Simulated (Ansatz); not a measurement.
# C₂H₃F₃GeO₂: up Jacob's ladder to CCSD(T)

The task here is to estimate one member of a computed series from the others.

Computed with Ansatz 0.2.0, Gaussian basis. Level: functionals in def2-TZVPP, the program's frozen cores in correlated methods.

The runs, in order: LDA (SPW92), PBE-D4, revPBE-D4, BLYP-D4, r2SCAN-D4, B97M-V, PBE0-D4, B3LYP-D4, r2SCANh-D4, r2SCAN0-D4, HSE06-D4, BHLYP-D4, CAM-B3LYP-D4, LC-ωPBE, ωB97X-V, ωB97M-V, B2PLYP, PBE-QIDH; CCSD(T)/def2-SVP; CCSD(T)/def2-TZVPP; MP2/def2-QZVPP; extrapolation to the limit; RPA on PBE.

## The relaxed structure

The geometry comes from an earlier relaxation with PBE0-D4 in a triple-zeta def2 set; it is a stationary point, not always the lowest conformer.

SMILES `CC(=O)[O][Ge]([F])([F])[F]`, 11 atoms, charge 0, spin multiplicity 1.

Atoms are counted from 1 here; the program's logs count them from 0.

Bond lengths: C1–C2 1.479 Å, C1–H9 1.092 Å, C1–H10 1.086 Å, C1–H11 1.092 Å, C2–O3 1.235 Å, C2–O4 1.307 Å, O4–Ge5 1.854 Å, Ge5–F6 1.703 Å, Ge5–F7 1.703 Å, Ge5–F8 1.712 Å. Angles: C2–C1–H9 109.0°, C2–C1–H10 110.4°, C2–C1–H11 109.1°, H9–C1–H10 110.5°, H9–C1–H11 107.3°, H10–C1–H11 110.5°, C1–C2–O3 125.6°, C1–C2–O4 119.0°, O3–C2–O4 115.4°, C2–O4–Ge5 95.9°, O4–Ge5–F6 117.6°, O4–Ge5–F7 117.7°, O4–Ge5–F8 96.6°, F6–Ge5–F7 116.0°, F6–Ge5–F8 101.6°, F7–Ge5–F8 101.6°.

The first run:

in.yaml

```yaml
crystal:
  periodic: [false, false, false]
  atoms:
    - {symbol: C, position_ang: [1.150537, -1.465884, 0.752417]}
    - {symbol: C, position_ang: [0.413688, -0.319812, 0.177359]}
    - {symbol: O, position_ang: [0.922300, 0.724601, -0.242487]}
    - {symbol: O, position_ang: [-0.888968, -0.382726, 0.090195]}
    - {symbol: Ge, position_ang: [-1.109863, 1.292473, -0.673873]}
    - {symbol: F, position_ang: [-0.889307, 2.652807, 0.327011]}
    - {symbol: F, position_ang: [-0.656708, 1.484902, -2.304382]}
    - {symbol: F, position_ang: [-2.816538, 1.229455, -0.797069]}
    - {symbol: H, position_ang: [0.794120, -1.643960, 1.768820]}
    - {symbol: H, position_ang: [2.218521, -1.267399, 0.752971]}
    - {symbol: H, position_ang: [0.927620, -2.361556, 0.169538]}
basis:
  gaussian: {orbitals: def2-TZVPP}
hamiltonian: {xc: lda}
output: {orbitals: {seedname: orbitals}}
```

The run is started by

```bash
ansatz run in.yaml --threads 2 --pin off --events-out ev --progress --plain --max-ram 32768MiB --backend cuda --devices 0, --max-vram 18GiB
```

Among the steps run: LDA; PBE-D4 (GGA); revPBE-D4 (GGA); BLYP-D4 (GGA); r2SCAN-D4 (meta-GGA); B97M-V (meta-GGA); PBE0-D4 (hybrid); B3LYP-D4 (hybrid); r2SCANh-D4 (hybrid); r2SCAN0-D4 (hybrid); HSE06-D4 (hybrid); BHLYP-D4 (hybrid); CAM-B3LYP-D4 (range-separated); LC-ωPBE (range-separated); ωB97X-V (range-separated); ωB97M-V (range-separated); B2PLYP (double hybrid); PBE-QIDH (double hybrid).

One table of the session follows, with a row left open; its other results are not shown here.

It belongs to the step «Orbital energies across the functionals». 

```
  functional  HOMO (eV)  gap (eV)
 LDA (SPW92)      -8.46      5.74
      PBE-D4      -8.21      5.79
   revPBE-D4      -8.12      5.82
     BLYP-D4      -8.13      5.81
   r2SCAN-D4      -8.61      6.43
      B97M-V      -8.72      6.68
     PBE0-D4      -9.96      8.63
    B3LYP-D4          ?         ?
  r2SCANh-D4      -9.27      7.48
  r2SCAN0-D4     -10.25      9.06
    HSE06-D4      -9.55      7.83
    BHLYP-D4     -11.68     11.54
CAM-B3LYP-D4     -11.48     11.33
     LC-ωPBE     -12.80     13.92
     ωB97X-V     -12.45     13.52
     ωB97M-V     -12.38     13.37
```

Estimate the missing values for B3LYP-D4.

Worked estimate for «HOMO (eV)». Against the share of exact exchange, BLYP-D4 (0, -8.13), BHLYP-D4 (0.5, -11.68) give a slope of -7.10 per unit share; at 0.2 the line stands at -9.55.

**Answer.** HOMO (eV): -9.71; gap (eV): 8.08. In «HOMO (eV)» the line misses by +0.16.
